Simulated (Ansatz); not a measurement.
Relaxation of a periodic cell of 17 atoms, TiSi$_{16}$ (host Si, host structure diamond, interstitial Ti), to a largest force component of 0.03 eV/Å in at most 60 steps.

Level of theory: DFT PBE, scalar-relativistic, plane waves, PAW (Ansatz). Settings: PAW set soft_1, cutoff 420 eV, k mesh 2x2x2, gaussian smearing 0.02 eV, no spin polarisation.

```xyz
17
Lattice="0.0000 5.4300 5.4300 5.4300 0.0000 5.4300 5.4300 5.4300 0.0000" Properties=species:S:1:pos:R:3
Si 0.000 0.000 0.000
Si 1.357 1.357 1.357
Si 2.715 2.715 0.000
Si 4.072 4.072 1.357
Si 2.715 0.000 2.715
Si 4.072 1.357 4.072
Si 5.430 2.715 2.715
Si 6.787 4.072 4.072
Si 0.000 2.715 2.715
Si 1.357 4.072 4.072
Si 2.715 5.430 2.715
Si 4.072 6.787 4.072
Si 2.715 2.715 5.430
Si 4.072 4.072 6.787
Si 5.430 5.430 5.430
Si 6.787 6.787 6.787
Ti 6.815 4.071 6.775
```

Problem. Where does it end, and by what steps?

Solution. It converged. The force dipped under the threshold on the way, but the program's further checks kept it going. Limits of this set-up: coarse k mesh. After 20 steps the energy has fallen by 0.398 eV; Si11 moved furthest, 0.13 Å.

```csv
step,energy less start (eV),largest force component (eV/Å),accepted
0,0.0000,1.163,yes
1,-0.3685,0.332,yes
2,-0.3924,0.044,yes
3,-0.3932,0.003,yes
4,-0.3932,0.004,yes
5,-0.3933,0.018,yes
6,-0.3935,0.030,yes
7,-0.3938,0.027,yes
8,-0.3942,0.039,yes
9,-0.3918,0.115,no
10,-0.3949,0.042,yes
11,-0.3955,0.031,yes
12,-0.3953,0.060,no
13,-0.3955,0.031,yes
14,-0.3953,0.060,no
15,-0.3968,0.037,yes
16,-0.3922,0.080,no
17,-0.3976,0.030,yes
18,-0.3962,0.084,no
19,-0.3980,0.034,yes
20,-0.3982,0.015,yes
```

```xyz
17
Lattice="0.0000 5.4300 5.4300 5.4300 0.0000 5.4300 5.4300 5.4300 0.0000" Properties=species:S:1:pos:R:3
Si 0.007 0.002 0.005
Si 1.359 1.359 1.357
Si 2.760 2.735 -0.044
Si 4.131 4.073 1.399
Si 2.710 0.002 2.708
Si 4.074 1.308 4.070
Si 5.415 2.656 2.731
Si 6.747 4.073 4.014
Si -0.043 2.735 2.759
Si 1.402 4.073 4.129
Si 2.810 5.443 2.808
Si 4.075 6.862 4.074
Si 2.734 2.655 5.411
Si 4.016 4.072 6.745
Si 5.339 5.441 5.337
Si 6.790 6.770 6.787
Ti 6.789 4.111 6.787
```

Whether the end is a true minimum wasn't checked by a vibrational analysis.

Time of the run: 98 s on 1 thread of Arm Neoverse V2 (shared host), peak memory 0.55 GiB.
